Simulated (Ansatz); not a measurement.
# CH8N2OSi: molecular dynamics

The plan is to follow the molecule's vibrations and see whether its bonds hold. The start is relaxed first. Runs: 300 steps of 0.5 fs under a Langevin thermostat at 500 K. SMILES of the start: CO[SiH](N)N.

Program: Ansatz 0.2.0. Level of theory: RKS PBE0-D4/STO-3G. These are calculated values, not measurements.

## (1) The starting structure

Bond lengths: Si1–O2 1.680 Å, O2–C3 1.420 Å, C3–H4 1.110 Å, C3–H5 1.110 Å, C3–H6 1.110 Å, Si1–H7 1.460 Å, Si1–N8 1.819 Å, N8–H9 1.060 Å, N8–H10 1.060 Å, Si1–N11 1.819 Å, N11–H12 1.060 Å, N11–H13 1.060 Å. Angles (14 of 19 angles, heavy atoms first): Si1–O2–C3 125.0°, O2–Si1–N8 109.5°, O2–Si1–N11 109.5°, N8–Si1–N11 109.5°, O2–Si1–H7 109.5°, H7–Si1–N8 109.5°, H7–Si1–N11 109.5°, O2–C3–H4 109.5°, O2–C3–H5 109.5°, O2–C3–H6 109.5°, Si1–N8–H9 120.0°, Si1–N8–H10 120.0°, Si1–N11–H12 120.0°, Si1–N11–H13 120.0°.

As a file:

```xyz
13

Si    0.0000    0.0000    0.0000
O     0.0000    0.0000    1.6800
C    -1.1112   -0.3437    2.4945
H    -1.8140   -0.9775    1.9143
H    -0.7584   -0.9037    3.3856
H    -1.6313    0.5809    2.8212
H     1.3768    0.0000   -0.4862
N    -0.8572    1.4851   -0.6061
H    -1.8773    1.4300   -0.8888
H    -0.3367    2.4058   -0.6766
N    -0.8572   -1.4851   -0.6061
H    -1.3922   -2.1014    0.0704
H    -0.8219   -1.7344   -1.6357
```

## (2) Preparing the start

File input.yaml:

```yaml
crystal:
  periodic: [false, false, false]
  atoms:
    - { symbol: Si, position_ang: [0.0, 0.0, 0.0] }
    - { symbol: O, position_ang: [0.0, 0.0, 1.68] }
    - { symbol: C, position_ang: [-1.1112, -0.3437, 2.4945] }
    - { symbol: H, position_ang: [-1.814, -0.9775, 1.9143] }
    - { symbol: H, position_ang: [-0.7584, -0.9037, 3.3856] }
    - { symbol: H, position_ang: [-1.6313, 0.5809, 2.8212] }
    - { symbol: H, position_ang: [1.3768, 0.0, -0.4862] }
    - { symbol: "N", position_ang: [-0.8572, 1.4851, -0.6061] }
    - { symbol: H, position_ang: [-1.8773, 1.43, -0.8888] }
    - { symbol: H, position_ang: [-0.3367, 2.4058, -0.6766] }
    - { symbol: "N", position_ang: [-0.8572, -1.4851, -0.6061] }
    - { symbol: H, position_ang: [-1.3922, -2.1014, 0.0704] }
    - { symbol: H, position_ang: [-0.8219, -1.7344, -1.6357] }
basis:
  gaussian: { orbitals: STO-3G }
hamiltonian:
  xc: pbe0
  dispersion: d4
relax:
  f_tol: 0.02
  max_steps: 40
```

Command:

```sh
$ ansatz run input.yaml --threads 1 --pin off --max-ram 2048MiB --backend cpu --events-out ev --progress --plain --runs-dir out
```

The runs that follow: Dynamics.

Q: Predict the outcome of this session. Wanted: relaxation of the start; temperature, first and last step; temperature, second half; potential energy, second half; bonds formed or broken.

The runs gave:

```
                        quantity                          value
         relaxation of the start       17 moves, 1.018 eV lower
                          length            300 steps of 0.5 fs
temperature, first and last step                  462 and 408 K
        temperature, second half  mean 358 K, from 232 to 474 K
   potential energy, second half    +50 meV/atom from the start
          bonds formed or broken                              0
```

In words: Against a set 500 K the second half averages 358 K with a spread of 60 K; 50 meV/atom has gone into potential energy, and a thermostat that acts over some 100 fs has not made it up in 150 fs. No bond forms or breaks. 150 fs on 13 atoms is far too short and small for converged averages. The nuclei move classically, without zero-point motion, which matters most for hydrogen. In so small a basis the energies are only a sketch.
